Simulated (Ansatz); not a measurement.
# Si2H5ClO2 (SMILES O[SiH2][SiH](O)Cl): CCSD(T)/cc-pVDZ

What is the vertical ionisation energy of Si2H5ClO2 at CCSD(T)/cc-pVDZ? 

Program for the calculation: Ansatz 0.2.0.

45 further runs of the same task are left out: 45 set aside as unsound or not needed.

## Step 1: The molecule

The species is Si2H5ClO2 (10 atoms), meant as a singlet with charge 0. As SMILES, `O[SiH2][SiH](O)Cl`. The coordinates come from a PBE0-D4/def2-TZVP relaxation. This is one conformer, not always the lowest.

Bond lengths: O1–Si2 1.650 Å, Si2–Si3 2.348 Å, Si3–O4 1.649 Å, Si3–Cl5 2.066 Å, O1–H6 0.960 Å, Si2–H7 1.491 Å, Si2–H8 1.483 Å, Si3–H9 1.486 Å, O4–H10 0.960 Å. Some angles: O1–Si2–Si3 106.6°, Si2–Si3–O4 101.2°, Si2–Si3–Cl5 111.9°, O4–Si3–Cl5 110.1°, O1–Si2–H7 111.9°, O1–Si2–H8 108.3°, Si3–Si2–H7 109.2°, Si3–Si2–H8 112.4°, Si2–O1–H6 115.5°, Si2–Si3–H9 117.8°.

## Step 2: A single-point energy at CCSD(T)/cc-pVDZ

in.yaml

```yaml
crystal:
  periodic: [false, false, false]
  atoms:
    - {symbol: O, position_ang: [-0.930000, 0.870600, 1.737400]}
    - {symbol: Si, position_ang: [-0.447400, 1.332200, 0.228900]}
    - {symbol: Si, position_ang: [0.341100, -0.602400, -0.843800]}
    - {symbol: O, position_ang: [0.842400, -1.502200, 0.443500]}
    - {symbol: Cl, position_ang: [-1.163400, -1.590800, -1.857000]}
    - {symbol: H, position_ang: [-0.481100, 0.102500, 2.098700]}
    - {symbol: H, position_ang: [0.646000, 2.345000, 0.279800]}
    - {symbol: H, position_ang: [-1.611200, 1.931000, -0.468100]}
    - {symbol: H, position_ang: [1.430200, -0.446300, -1.842900]}
    - {symbol: H, position_ang: [1.198600, -2.379200, 0.286500]}
basis:
  gaussian:
    orbitals: cc-pVDZ
accuracy: high
correlation:
  method: ccsd_t
  frozen_orbitals: {Cl: 5, H: 0, O: 1, Si: 5}
scf:
  omitted_lower_state_checks: [cluster_reference, increment]
```

Run with:

```bash
$ ansatz run in.yaml --threads 1 --pin off --max-ram 2610MiB --events-out events.jsonl --progress --plain --runs-dir runs
```

Standard output, shortened:

```text
Warning: RAYON_NUM_THREADS=1 ignored (pool sized by the plan → 1); use --threads N
Functional definition: HF
  name "HF"
[...]
2472 factors; integrals over basis functions are off by at most 5.7e-9 eV
[...]
mean field -32385.34116334 eV, -1190.1393361801 hartree, gradient 1.5e-8 eV, S^2 0.000000; 0 other end points of the search recorded, 0 dependent functions left out
17 core orbitals not correlated: weight in the atoms' cores, before any rotation towards them, 1.000 or more for the frozen orbitals, at most 0.000 for the correlated occupied ones
reference -32385.34116334 eV, -1190.1393361801 hartree; 16, 16 occupied and 74, 74 virtual orbitals, 2472 factors
second order -19.05019277 eV of doubles, -0.00000000 eV of singles
cycle   1  -19.80866256 eV  change   -7.6e-1 eV  update   1.0e-1
[...]
cycle  21  -20.40159062 eV  change   2.6e-10 eV  update   2.5e-9
perturbative correction -0.45886743 eV, -0.0168630669 hartree
Total energy: -32406.20162139 eV, -1190.9059438738 hartree
Checks for a lower state left out: cluster_reference, increment
```

Run time: 43 s. Hardware: 1 thread of Arm Neoverse V2, shared host; peak memory 0.77 GiB.

## Step 3: The doublet cation, same level

run.yaml

```yaml
crystal:
  periodic: [false, false, false]
  atoms:
    - {symbol: O, position_ang: [-0.930000, 0.870600, 1.737400]}
    - {symbol: Si, position_ang: [-0.447400, 1.332200, 0.228900]}
    - {symbol: Si, position_ang: [0.341100, -0.602400, -0.843800]}
    - {symbol: O, position_ang: [0.842400, -1.502200, 0.443500]}
    - {symbol: Cl, position_ang: [-1.163400, -1.590800, -1.857000]}
    - {symbol: H, position_ang: [-0.481100, 0.102500, 2.098700]}
    - {symbol: H, position_ang: [0.646000, 2.345000, 0.279800]}
    - {symbol: H, position_ang: [-1.611200, 1.931000, -0.468100]}
    - {symbol: H, position_ang: [1.430200, -0.446300, -1.842900]}
    - {symbol: H, position_ang: [1.198600, -2.379200, 0.286500]}
basis:
  gaussian: {orbitals: cc-pVDZ}
total_charge: 1
magnetization: {spin_polarized: true, initial_magnetization: 1}
correlation: {method: ccsd_t, frozen_orbitals: {Cl: 5, H: 0, O: 1, Si: 5}}
accuracy: high
scf: {omitted_lower_state_checks: [cluster_reference, increment]}
```

Run with:

```bash
$ ansatz run run.yaml --threads 1 --pin off --max-ram 2610MiB --events-out events.jsonl --progress --plain --runs-dir runs
```

Standard output, shortened:

```text
Warning: RAYON_NUM_THREADS=1 ignored (pool sized by the plan → 1); use --threads N
Functional definition: HF
  name "HF"
[...]
2471 factors; integrals over basis functions are off by at most 5.7e-9 eV
[...]
mean field -32375.54278058 eV, -1189.7792522551 hartree, gradient 2.9e-8 eV, S^2 0.768283; 2 other end points of the search recorded, 0 dependent functions left out
17 core orbitals not correlated: weight in the atoms' cores, before any rotation towards them, 1.000 or more for the frozen orbitals, at most 0.000 for the correlated occupied ones
reference -32375.54278058 eV, -1189.7792522551 hartree; 16, 15 occupied and 74, 75 virtual orbitals, 2471 factors
second order -18.93298555 eV of doubles, -0.00000000 eV of singles
cycle   1  -19.52248189 eV  change   -5.9e-1 eV  update   1.3e-1
[...]
cycle  35  -20.25145452 eV  change  -3.6e-10 eV  update   3.5e-9
perturbative correction -0.55187112 eV, -0.0202808895 hartree
Total energy: -32396.34610622 eV, -1190.5437603714 hartree
Checks for a lower state left out: cluster_reference, increment
```

Run time: 3.3 min. Hardware: 1 thread of Arm Neoverse V2, shared host; peak memory 1.6 GiB.

## Step 4: Results

Level: CCSD(T)/cc-pVDZ, 17 core orbitals frozen.

```
                                                       quantity           value
                                singlet Si2H5ClO2: total energy  -1190.90594 Eh
singlet Si2H5ClO2: correlation energy (17 core orbitals frozen)      -766.6 mEh
                              singlet Si2H5ClO2: (T) correction      -16.86 mEh
                               singlet Si2H5ClO2: T1 diagnostic           0.012
                                   doublet cation: total energy  -1190.54376 Eh
   doublet cation: correlation energy (17 core orbitals frozen)      -764.5 mEh
                                 doublet cation: (T) correction      -20.28 mEh
              doublet cation: ⟨S²⟩ of the reference determinant           0.768
                                  doublet cation: T1 diagnostic           0.025
             vertical ionisation energy (to the doublet cation)        9.856 eV
```

**Reading.** The vertical ionisation energy comes to 9.86 eV (951 kJ/mol). The triples (singlet Si2H5ClO2) make up 2.2 % of the correlation energy. The triples (doublet cation) make up 2.7 % of the correlation energy.
